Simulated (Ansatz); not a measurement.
# C3H5ClOSi: the cost of one run

Program: Ansatz 0.2.0. Level of theory: RKS CAM-B3LYP-D4/def2-SVP. These are calculated values, not measurements.

## Step 1: The starting structure

Bond lengths: C1–Si2 1.904 Å, Si2–Cl3 2.083 Å, Si2–C4 1.895 Å, C4–C5 1.170 Å, C5–O6 1.347 Å, C1–H7 1.110 Å, C1–H8 1.036 Å, C1–H9 1.084 Å, Si2–H10 1.506 Å, O6–H11 0.966 Å. Angles (14 of 15 angles, heavy atoms first): C1–Si2–Cl3 109.8°, C1–Si2–C4 111.1°, Cl3–Si2–C4 109.9°, Si2–C4–C5 175.2°, C4–C5–O6 176.5°, C1–Si2–H10 109.0°, Cl3–Si2–H10 106.8°, C4–Si2–H10 110.2°, Si2–C1–H7 107.8°, Si2–C1–H8 110.7°, Si2–C1–H9 107.7°, C5–O6–H11 109.4°, H7–C1–H8 109.0°, H7–C1–H9 109.5°.

Structure file:

```xyz
11

C     0.8355   -1.8427   -0.3287
Si   -0.5768   -0.7656    0.3584
Cl   -2.3336   -1.1524   -0.6919
C    -0.1474    1.0761    0.2433
C     0.0222    2.2302    0.1588
O     0.2915    3.5485    0.0976
H     0.9968   -1.5564   -1.3889
H     0.5848   -2.8466   -0.2853
H     1.7273   -1.6216    0.2456
H    -0.8337   -1.1514    1.7914
H    -0.5013    4.0249   -0.1797
```

## Step 2: Relaxing end A

Contents of input.yaml:

```yaml
crystal:
  periodic: [false, false, false]
  atoms:
    - { symbol: C, position_ang: [0.8355, -1.8427, -0.3287] }
    - { symbol: Si, position_ang: [-0.5768, -0.7656, 0.3584] }
    - { symbol: Cl, position_ang: [-2.3336, -1.1524, -0.6919] }
    - { symbol: C, position_ang: [-0.1474, 1.0761, 0.2433] }
    - { symbol: C, position_ang: [0.0222, 2.2302, 0.1588] }
    - { symbol: O, position_ang: [0.2915, 3.5485, 0.0976] }
    - { symbol: H, position_ang: [0.9968, -1.5564, -1.3889] }
    - { symbol: H, position_ang: [0.5848, -2.8466, -0.2853] }
    - { symbol: H, position_ang: [1.7273, -1.6216, 0.2456] }
    - { symbol: H, position_ang: [-0.8337, -1.1514, 1.7914] }
    - { symbol: H, position_ang: [-0.5013, 4.0249, -0.1797] }
basis:
  gaussian: { orbitals: def2-SVP }
hamiltonian:
  xc: cam_b3lyp
  dispersion: d4
relax:
  f_tol: 0.015
  max_steps: 40
```

Command:

```bash
ansatz run input.yaml --threads 2 --pin off --max-ram 3072MiB --backend cpu --events-out ev --progress --plain --runs-dir out
```

What time and memory should one allow on 2 threads of Intel Xeon at 2.80GHz (Skylake/Cascade Lake), shared host?

About 82 s, with a peak of 0.36 GiB.
